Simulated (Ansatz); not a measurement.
**C4H9BF2: up Jacob's ladder to CCSD(T)**

The task here is to estimate one member of a computed series from the others.

Method: functionals in def2-TZVPP, the program's frozen cores in correlated methods; program: Ansatz 0.2.0, Gaussian basis.

The runs, in order: LDA (SPW92), PBE-D4, revPBE-D4, BLYP-D4, r2SCAN-D4, B97M-V, PBE0-D4, B3LYP-D4, r2SCANh-D4, r2SCAN0-D4, HSE06-D4, BHLYP-D4, CAM-B3LYP-D4, LC-ωPBE, ωB97X-V, ωB97M-V, B2PLYP, PBE-QIDH; CCSD(T)/def2-SVP; MP2/def2-TZVPP; MP2/def2-QZVPP; RPA on PBE.

### The relaxed structure

The geometry comes from an earlier relaxation with PBE0-D4 in a triple-zeta def2 set; it is a stationary point, not always the lowest conformer.

16 atoms, charge 0, spin multiplicity 1.

Atoms are counted from 1 here; the program's logs count them from 0.

Bond lengths: C1–C2 1.522 Å, C1–H8 1.093 Å, C1–H9 1.095 Å, C1–H10 1.093 Å, C2–C3 1.521 Å, C2–C4 1.528 Å, C2–H11 1.097 Å, C3–H12 1.095 Å, C3–H13 1.093 Å, C3–H14 1.093 Å, C4–B5 1.559 Å, C4–H15 1.097 Å, C4–H16 1.101 Å, B5–F6 1.324 Å, B5–F7 1.324 Å. Angles: C2–C1–H8 111.2°, C2–C1–H9 110.6°, C2–C1–H10 111.8°, H8–C1–H9 107.6°, H8–C1–H10 107.6°, H9–C1–H10 108.0°, C1–C2–C3 110.8°, C1–C2–C4 110.9°, C1–C2–H11 107.9°, C3–C2–C4 111.0°, C3–C2–H11 108.1°, C4–C2–H11 108.0°, C2–C3–H12 110.7°, C2–C3–H13 111.3°, C2–C3–H14 111.4°, H12–C3–H13 107.7°, H12–C3–H14 107.7°, H13–C3–H14 107.9° and more.

As a file:

```mol
C4H9BF2
  3D, bonds by distance, orders not assigned

 16 15  0  0  0  0  0  0  0  0999 V2000
    1.2040    0.5633    0.7390 C   0  0
    0.3677   -0.3276   -0.1692 C   0  0
    0.3904   -1.7687    0.3179 C   0  0
   -1.0660    0.1921   -0.2736 C   0  0
   -1.2539    1.5765   -0.9643 B   0  0
   -2.3646    2.2813   -0.8166 F   0  0
   -0.3412    2.1067   -1.7637 F   0  0
    2.2336    0.2036    0.8047 H   0  0
    0.7916    0.5748    1.7532 H   0  0
    1.2371    1.5939    0.3765 H   0  0
    0.8115   -0.2990   -1.1715 H   0  0
   -0.0510   -1.8463    1.3167 H   0  0
    1.4125   -2.1514    0.3763 H   0  0
   -0.1769   -2.4244   -0.3477 H   0  0
   -1.5379    0.2189    0.7165 H   0  0
   -1.6799   -0.5165   -0.8500 H   0  0
  1  2  8  0
  2  3  8  0
  2  4  8  0
  4  5  8  0
  5  6  8  0
  5  7  8  0
  1  8  8  0
  1  9  8  0
  1 10  8  0
  2 11  8  0
  3 12  8  0
  3 13  8  0
  3 14  8  0
  4 15  8  0
  4 16  8  0
M  END
```

Set-up of the first run:

in.yaml

```yaml
crystal:
  periodic: [false, false, false]
  atoms:
    - {symbol: C, position_ang: [1.204027, 0.563313, 0.738986]}
    - {symbol: C, position_ang: [0.367676, -0.327598, -0.169177]}
    - {symbol: C, position_ang: [0.390435, -1.768697, 0.317928]}
    - {symbol: C, position_ang: [-1.065956, 0.192104, -0.273582]}
    - {symbol: B, position_ang: [-1.253859, 1.576534, -0.964257]}
    - {symbol: F, position_ang: [-2.364626, 2.281256, -0.816619]}
    - {symbol: F, position_ang: [-0.341175, 2.106673, -1.763721]}
    - {symbol: H, position_ang: [2.233627, 0.203579, 0.804685]}
    - {symbol: H, position_ang: [0.791613, 0.574825, 1.753216]}
    - {symbol: H, position_ang: [1.237131, 1.593924, 0.376536]}
    - {symbol: H, position_ang: [0.811535, -0.298951, -1.171536]}
    - {symbol: H, position_ang: [-0.051033, -1.846251, 1.316743]}
    - {symbol: H, position_ang: [1.412495, -2.151406, 0.376262]}
    - {symbol: H, position_ang: [-0.176861, -2.424405, -0.347720]}
    - {symbol: H, position_ang: [-1.537888, 0.218902, 0.716505]}
    - {symbol: H, position_ang: [-1.679940, -0.516504, -0.850047]}
basis:
  gaussian: {orbitals: def2-TZVPP}
hamiltonian: {xc: lda}
output: {orbitals: {seedname: orbitals}}
```

Started as:

```
> ansatz run in.yaml --threads 8 --pin off --events-out ev --progress --plain --max-ram 18278MiB
```

Steps of the session up to this table: LDA; PBE-D4 (GGA); revPBE-D4 (GGA); BLYP-D4 (GGA); r2SCAN-D4 (meta-GGA); B97M-V (meta-GGA); PBE0-D4 (hybrid); B3LYP-D4 (hybrid); r2SCANh-D4 (hybrid); r2SCAN0-D4 (hybrid); HSE06-D4 (hybrid); BHLYP-D4 (hybrid); CAM-B3LYP-D4 (range-separated); LC-ωPBE (range-separated); ωB97X-V (range-separated); ωB97M-V (range-separated); B2PLYP (double hybrid); PBE-QIDH (double hybrid).

One table of the session follows, with a row left open; its other results are not shown here.

It belongs to the step «Frontier levels by functional». 

| functional | HOMO (eV) | gap (eV) |
| --- | --- | --- |
| LDA (SPW92) | -7.84 | 6.82 |
| PBE-D4 | -7.73 | 7.05 |
| revPBE-D4 | -7.66 | 7.14 |
| BLYP-D4 | -7.65 | 7.08 |
| r2SCAN-D4 | -8.03 | 7.79 |
| B97M-V | -8.18 | 7.91 |
| PBE0-D4 | -9.17 | 9.55 |
| B3LYP-D4 | -8.97 | 9.06 |
| r2SCANh-D4 | -8.56 | 8.69 |
| r2SCAN0-D4 | -9.37 | 10.02 |
| HSE06-D4 | -8.76 | 8.76 |
| BHLYP-D4 | -10.57 | 11.82 |
| CAM-B3LYP-D4 | -10.63 | 12.01 |
| LC-ωPBE | -11.95 | 14.63 |
| ωB97X-V | -11.61 | 14.08 |
| ωB97M-V | ? | ? |

Q: Estimate the row for ωB97M-V from the others.

**Answer.** HOMO (eV): -11.48; gap (eV): 13.51. In the column «HOMO (eV)» it lies between ωB97X-V (-11.61) and CAM-B3LYP-D4 (-10.63).
